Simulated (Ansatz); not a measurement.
# C₂H₁₂Ga₂OSiSn: basis-set convergence

An exercise on one series of results from a longer session: the logs are not shown, and one member is left open.

Program: Ansatz 0.2.0, Gaussian basis. Level of theory: one geometry, several basis sets. These are calculated values, not measurements.

The runs, in order: PBE0-D4/def2-SVP; ωB97M-V/def2-SVP; PBE0-D4/def2-QZVPP; ωB97M-V/def2-QZVPP; the functionals' def2-TZVPP values are taken from earlier runs.

**The relaxed structure**

All runs share one geometry, relaxed beforehand with PBE0-D4 in a triple-zeta def2 set. Sn takes the def2 core potential; no spin-orbit term is included.

19 atoms, charge 0, spin multiplicity 1.

Atoms are counted from 1 here; the program's logs count them from 0.

Bond lengths: C1–O2 1.413 Å, C1–H8 1.097 Å, C1–H9 1.089 Å, C1–H10 1.094 Å, O2–C3 1.430 Å, C3–Sn4 2.203 Å, C3–H11 1.090 Å, C3–H12 1.094 Å, Sn4–Si5 2.568 Å, Sn4–H13 1.712 Å, Sn4–H14 1.715 Å, Si5–Ga6 2.435 Å, Si5–H15 1.491 Å, Si5–H16 1.497 Å, Ga6–Ga7 2.474 Å, Ga6–H17 1.581 Å, Ga7–H18 1.579 Å, Ga7–H19 1.581 Å. Angles: O2–C1–H8 110.9°, O2–C1–H9 107.3°, O2–C1–H10 109.8°, H8–C1–H9 109.6°, H8–C1–H10 109.4°, H9–C1–H10 109.8°, C1–O2–C3 114.2°, O2–C3–Sn4 115.3°, O2–C3–H11 105.7°, O2–C3–H12 108.3°, Sn4–C3–H11 108.7°, Sn4–C3–H12 110.3°, H11–C3–H12 108.2°, C3–Sn4–Si5 107.8°, C3–Sn4–H13 103.9°, C3–Sn4–H14 107.1°, Si5–Sn4–H13 114.3°, Si5–Sn4–H14 115.6° and more.

Set-up of the first run:

Contents of in.yaml:

```yaml
crystal:
  periodic: [false, false, false]
  atoms:
    - {symbol: C, position_ang: [-1.650220, -1.020673, 0.513536]}
    - {symbol: O, position_ang: [-0.402220, -0.750234, 1.119245]}
    - {symbol: C, position_ang: [0.699375, -1.441659, 0.524006]}
    - {symbol: Sn, position_ang: [1.140160, -0.892746, -1.563976]}
    - {symbol: Si, position_ang: [0.215239, 1.468020, -1.968818]}
    - {symbol: Ga, position_ang: [0.416074, 2.573564, 0.191228]}
    - {symbol: Ga, position_ang: [-0.080373, 1.108857, 2.121767]}
    - {symbol: H, position_ang: [-1.670129, -0.656181, -0.520457]}
    - {symbol: H, position_ang: [-2.411512, -0.505868, 1.096964]}
    - {symbol: H, position_ang: [-1.840687, -2.097626, 0.522528]}
    - {symbol: H, position_ang: [1.566192, -1.201159, 1.139276]}
    - {symbol: H, position_ang: [0.513279, -2.517350, 0.602359]}
    - {symbol: H, position_ang: [2.845434, -1.008198, -1.667068]}
    - {symbol: H, position_ang: [0.484035, -2.125163, -2.559260]}
    - {symbol: H, position_ang: [0.828474, 2.020446, -3.211061]}
    - {symbol: H, position_ang: [-1.228579, 1.213150, -2.272705]}
    - {symbol: H, position_ang: [0.927877, 4.068829, 0.164558]}
    - {symbol: H, position_ang: [-1.506247, 1.161631, 2.798513]}
    - {symbol: H, position_ang: [1.153828, 0.602371, 2.969375]}
basis:
  gaussian: {orbitals: def2-SVP}
hamiltonian: {xc: pbe0, dispersion: d4}
output: {orbitals: {seedname: orbitals}}
```

Command:

```sh
$ ansatz run in.yaml --threads 4 --pin off --events-out ev --progress --plain --max-ram 66560MiB --backend cpu
```

Steps of the session up to this table: PBE0-D4 in def2-SVP; ωB97M-V in def2-SVP; PBE0-D4 in def2-QZVPP; ωB97M-V in def2-QZVPP.

One table of the session follows, with a row left open; its other results are not shown here.

It belongs to the step «Functionals by basis». 

| functional | basis | HOMO (eV) | LUMO (eV) |
| --- | --- | --- | --- |
| PBE0-D4 | def2-SVP | -6.27 | -2.04 |
| PBE0-D4 | def2-TZVPP | -6.30 | -2.09 |
| PBE0-D4 | def2-QZVPP | -6.31 | -2.11 |
| ωB97M-V | def2-SVP | -8.17 | -0.34 |
| ωB97M-V | def2-TZVPP | ? | ? |
| ωB97M-V | def2-QZVPP | -8.24 | -0.50 |

Q: Estimate the row for ωB97M-V, def2-TZVPP from the others.

**Answer.** HOMO (eV): -8.23; LUMO (eV): -0.43. In the column «HOMO (eV)» it lies between ωB97M-V, def2-QZVPP (-8.24) and ωB97M-V, def2-SVP (-8.17).
